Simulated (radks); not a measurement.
# The Coulomb parameter U of the 4d shell of Ru

An exercise on one series of results from a longer session: the logs are not shown, and one member is left open.

The numbers are computed with radks (a radial shooting solver on a logarithmic mesh, Libxc functionals) version 1 (scalar-relativistic Kohn-Sham, r2SCAN, spin-unpolarised, spherical densities, finite nucleus), except any that are marked as measured or tabulated.

## The atom as given

| Item | Value |
| --- | --- |
| element | ruthenium (Z = 44) |
| charge | 0 |
| electrons | 44 |
| configuration | [Kr] 4d7 5s1 |
| nuclear rms radius | 4.4809 fm |

The outer shells:

Ru
```
[Kr] core
4d [↑↓][↑↓][↑ ][↑ ][↑ ]
5s [↑ ]
```

Set-up of the first run:

Input:

```text
Z 44
configuration [Kr] 4d7 5s1
relativity scalar-relativistic
functional r2scan,r2scan
spin unpolarised
nucleus finite rms 4.4809 fm
c 137.035999084
```

Among the steps run: Start: [Kr] 4d7 5s1.

One table of the session follows, with a row left open; its other results are not shown here.

From the orbitals of this run (lengths in bohr):

```
level     <r>  outermost maximum (interpolated)  90 % within  nodes
   2p       ?                                 ?            ?      ?
   3s  0.4017                             0.361        0.592      2
   3p  0.4024                             0.355        0.606      1
   3d  0.3841                             0.302        0.611      0
   4s   1.023                             0.916         1.49      3
   4p   1.132                             0.984         1.68      2
   4d   1.694                              1.21         2.79      1
   5s   3.392                              2.76         5.14      4
```

**Question.** Estimate the row for 2p.

As computed: <r>: 0.1270; outermost maximum (interpolated): 0.0983; 90 % within: 0.207; nodes: 0. In the column «<r>» it is the lowest.
